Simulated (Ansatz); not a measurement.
# Ga12N12 zinc blende off sphere (Ga12N12H32): geometry, orbitals and charge

What does Ga12N12 zinc blende off sphere (Ga12N12H32) look like as a singlet, and where do its frontier electrons sit?

Program: Ansatz 0.2.0, Gaussian basis. Level of theory: RKS PBE0-D4/def2-TZVP. These are calculated values, not measurements.

Levels to be run: relaxation at PBE-D4/def2-SVP; a single point at PBE0-D4/def2-TZVP.

1 further run of the same task is left out (set aside as unsound or not needed).

### 1 The starting structure

56 atoms, charge 0, spin multiplicity 1.

Atoms are counted from 1 here; the program's logs count them from 0.

Bond lengths: N1–Ga14 2.054 Å, N1–Ga15 1.976 Å, N1–H25 1.026 Å, N1–H26 1.029 Å, N2–Ga13 2.002 Å, N2–Ga17 2.032 Å, N2–H27 1.026 Å, N2–H28 1.026 Å, N3–Ga16 2.047 Å, N3–Ga18 2.020 Å, N3–H29 1.026 Å, N3–H30 1.026 Å, N4–Ga14 1.931 Å, N4–Ga19 2.004 Å, N4–Ga20 1.931 Å, N4–H31 1.027 Å, N5–Ga16 1.948 Å, N5–Ga19 1.990 Å and more. Angles: Ga14–N1–Ga15 114.3°, Ga14–N1–H25 109.8°, Ga14–N1–H26 105.8°, Ga15–N1–H25 112.0°, Ga15–N1–H26 108.9°, H25–N1–H26 105.5°, Ga13–N2–Ga17 118.7°, Ga13–N2–H27 105.5°, Ga13–N2–H28 112.3°, Ga17–N2–H27 104.3°, Ga17–N2–H28 110.5°, H27–N2–H28 104.1°, Ga16–N3–Ga18 115.0°, Ga16–N3–H29 108.5°, Ga16–N3–H30 108.9°, Ga18–N3–H29 108.9°, Ga18–N3–H30 110.4°, H29–N3–H30 104.5° and more.

The start is a GFN2-xTB geometry.

### 2 Relaxation at PBE-D4/def2-SVP

Input file in.yaml:

```yaml
crystal:
  periodic: [false, false, false]
  atoms:
    - {symbol: N, position_ang: [-3.503490, 1.299040, -0.482300]}
    - {symbol: N, position_ang: [-1.503680, -3.007070, 1.924440]}
    - {symbol: N, position_ang: [0.988130, -3.153060, -0.553730]}
    - {symbol: N, position_ang: [-1.326140, 1.328040, -2.680600]}
    - {symbol: N, position_ang: [0.936240, -0.931390, -2.704560]}
    - {symbol: N, position_ang: [-1.292580, -0.925180, -0.483640]}
    - {symbol: N, position_ang: [-1.257470, 1.252260, 1.773510]}
    - {symbol: N, position_ang: [0.940120, -0.940690, 1.703180]}
    - {symbol: N, position_ang: [0.924320, 1.293630, -0.480800]}
    - {symbol: N, position_ang: [-1.302090, 3.502550, -0.480570]}
    - {symbol: N, position_ang: [3.154540, -0.985650, -0.552880]}
    - {symbol: N, position_ang: [3.005650, 1.502930, 1.925680]}
    - {symbol: Ga, position_ang: [-2.539110, -2.012870, 0.528720]}
    - {symbol: Ga, position_ang: [-2.397920, 0.061480, -1.692960]}
    - {symbol: Ga, position_ang: [-2.425390, 2.422550, 0.734350]}
    - {symbol: Ga, position_ang: [-0.301360, -2.044860, -1.693030]}
    - {symbol: Ga, position_ang: [-0.067850, -2.014040, 2.964300]}
    - {symbol: Ga, position_ang: [2.093680, -2.092560, 0.762910]}
    - {symbol: Ga, position_ang: [-0.193960, 0.199640, -3.888840]}
    - {symbol: Ga, position_ang: [-0.061360, 2.399560, -1.690410]}
    - {symbol: Ga, position_ang: [2.046950, 0.305810, -1.689610]}
    - {symbol: Ga, position_ang: [-0.111890, 0.110480, 0.562240]}
    - {symbol: Ga, position_ang: [2.012910, 0.067200, 2.964960]}
    - {symbol: Ga, position_ang: [2.007090, 2.540770, 0.534940]}
    - {symbol: H, position_ang: [-4.147890, 1.858850, -1.052000]}
    - {symbol: H, position_ang: [-4.101850, 0.679310, 0.080010]}
    - {symbol: H, position_ang: [-2.191590, -3.277260, 2.635860]}
    - {symbol: H, position_ang: [-1.140380, -3.900440, 1.575710]}
    - {symbol: H, position_ang: [1.619460, -3.664710, -1.180870]}
    - {symbol: H, position_ang: [0.458700, -3.885170, -0.068340]}
    - {symbol: H, position_ang: [-1.906730, 1.908730, -3.297600]}
    - {symbol: H, position_ang: [1.513510, -1.506940, -3.331590]}
    - {symbol: H, position_ang: [-1.791970, 0.626680, 2.395450]}
    - {symbol: H, position_ang: [-0.634320, 1.784400, 2.399460]}
    - {symbol: H, position_ang: [-1.861530, 4.147540, -1.050340]}
    - {symbol: H, position_ang: [-0.682930, 4.100250, 0.083200]}
    - {symbol: H, position_ang: [3.665380, -1.615560, -1.182550]}
    - {symbol: H, position_ang: [3.887410, -0.458260, -0.066400]}
    - {symbol: H, position_ang: [3.898510, 1.140820, 1.573250]}
    - {symbol: H, position_ang: [3.278500, 2.190210, 2.637040]}
    - {symbol: H, position_ang: [-3.162960, -3.095090, -0.393190]}
    - {symbol: H, position_ang: [-3.474670, -1.053200, 1.363950]}
    - {symbol: H, position_ang: [-3.365190, -0.779740, -2.539150]}
    - {symbol: H, position_ang: [-3.306900, 3.303040, 1.631590]}
    - {symbol: H, position_ang: [-1.148360, -3.015930, -2.528930]}
    - {symbol: H, position_ang: [0.831440, -3.167740, 3.498800]}
    - {symbol: H, position_ang: [-0.884170, -1.095980, 3.925010]}
    - {symbol: H, position_ang: [3.034890, -3.033370, 1.515060]}
    - {symbol: H, position_ang: [-1.163130, -0.757720, -4.642650]}
    - {symbol: H, position_ang: [0.763020, 1.170220, -4.640480]}
    - {symbol: H, position_ang: [0.779510, 3.367960, -2.535510]}
    - {symbol: H, position_ang: [3.017770, 1.155000, -2.523600]}
    - {symbol: H, position_ang: [1.094370, 0.884010, 3.925230]}
    - {symbol: H, position_ang: [3.167290, -0.831400, 3.499690]}
    - {symbol: H, position_ang: [1.043830, 3.469550, 1.373720]}
    - {symbol: H, position_ang: [3.085690, 3.173370, -0.385130]}
basis:
  gaussian: {orbitals: def2-SVP, fitting: {mean_field: def2-universal-jkfit}}
hamiltonian: {xc: pbe, dispersion: d4}
scf: {lower_state_search: "off"}
output: {orbitals: {seedname: orbitals}}
relax: {f_tol: 0.03, max_steps: 70}
```

On the command line:

```console
ansatz run in.yaml --threads 11 --pin off --events-out ev --progress --plain --max-ram 174080MiB --backend cuda --devices 0, --max-vram 75GiB
```

Further steps of the session: Single point, PBE0-D4/def2-TZVP.

Q: Predict the results of all the runs planned. Wanted: point group; commonest bond, hydrogen aside; HOMO, LUMO at PBE0-D4/def2-TZVP; dipole at PBE-D4/def2-SVP.

As calculated:

```
                       quantity                            value
                    point group                               Cs
 commonest bond, hydrogen aside  Ga–N, 32 of mean length 1.994 Å
HOMO, LUMO at PBE0-D4/def2-TZVP                  -7.32, -0.63 eV
      dipole at PBE-D4/def2-SVP                           0.15 D
```

In words: The molecule keeps its bonding pattern by the stored test; the atoms moved 0.17 Å (rms). No usable vibrations, so a minimum isn't proven. Whether this spin is the lowest isn't tested here. The point group is read from a loosely relaxed geometry; soft torsions can leave it below the true symmetry.
